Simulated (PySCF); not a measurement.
# HfHCl: structure of the singlet

The task is one start of a wider search on HfHCl: the singlet, from a bent start. It is relaxed, tested by its Hessian and followed downhill if it is a saddle.

The runs use PySCF 2.14.0; PBE0, basis Hf def2-TZVP with ECP60, H def2-TZVP, Cl def2-TZVP, scalar-relativistic core potentials, no spin–orbit coupling, density fitting.

### Step 1. Starting geometry

3 atoms, charge 0, spin multiplicity 1.

Bond lengths: Hf1–H2 1.840 Å, Hf1–Cl3 2.510 Å. Angles: H2–Hf1–Cl3 110.0°.

Z-matrix (Å, degrees; charge 0 multiplicity 1):
```
Hf
H  1 1.8400
Cl 1 2.5100 2 110.00
```

### Step 2. The SCF at the typed geometry

The steps below are one call of a driver around PySCF. For each, scf.py gives the equivalent set-up of the SCF; relaxations use the driver's own optimiser. After this first run the driver tries any further starts and a stability analysis.

scf.py

```python
from pyscf import gto, scf, dft
mol = gto.M(atom='''
Hf     0.000000     0.000000     0.000000
H     -1.507200     0.000000     1.055400
Cl     2.056100     0.000000     1.439700''',
    basis={'Hf': 'def2-TZVP', 'H': 'def2-TZVP', 'Cl': 'def2-TZVP'},
    ecp={'Hf': 'def2-TZVP'},
    charge=0, spin=0)
mf = dft.RKS(mol, xc='PBE0')
mf.grids.atom_grid = (50, 194)
aux = {'Hf': 'def2-universal-JKFIT', 'H': 'def2-universal-JKFIT', 'Cl': 'def2-universal-JKFIT'}
mf = mf.density_fit(auxbasis=aux)
mf.conv_tol = 1e-08
mf.diis_space = 10
mf.max_cycle = 60
mf.init_guess = 'minao'
mf.verbose = 4
mf.kernel()
```

On the command line:

```
$ OMP_NUM_THREADS=2 python axn.py task.json out
```

The runs that follow: Relaxing the singlet from the bent start; Is it a minimum? Harmonic modes; A spin-polarised start; Frequencies.

What does the calculation give? Wanted: minimum; geometry; wavenumbers; dipole moment; highest occupied, lowest empty level; polar-tensor charge of Hf1; zero-point energy; atomisation energy; ⟨S²⟩.

**Answer**, as computed:

| quantity | value |
| --- | --- |
| minimum | broken-symmetry (Ms = 0), Cs |
| geometry | Hf–Cl 2.325 Å, Hf–H 1.850 Å; Cl–Hf–H 130.8° |
| wavenumbers (cm⁻¹) | 321, 383, 1687 |
| dipole moment | 1.65 D |
| highest occupied, lowest empty level (either spin) | -5.58, -2.19 eV |
| polar-tensor charge of Hf1 | +0.76 e |
| zero-point energy | 14.3 kJ/mol |
| entropy at 298.15 K | 279.2 J/(mol K) |
| atomisation energy (no zero-point energy) | 770 kJ/mol |
| ⟨S²⟩ | 0.681 |

**Reading.** The molecule stays Cs, as typed, and the end point is a minimum. The determinant is spin-contaminated (⟨S²⟩ = 0.68 against 0.00), so it is no pure spin state. The strongest infrared band lies at 1687 cm⁻¹ (stretch). Other starts or spin states, not run here, may lie lower. The SCF density has lower symmetry than the nuclear frame. With an element this heavy the missing spin–orbit coupling can shift these numbers.
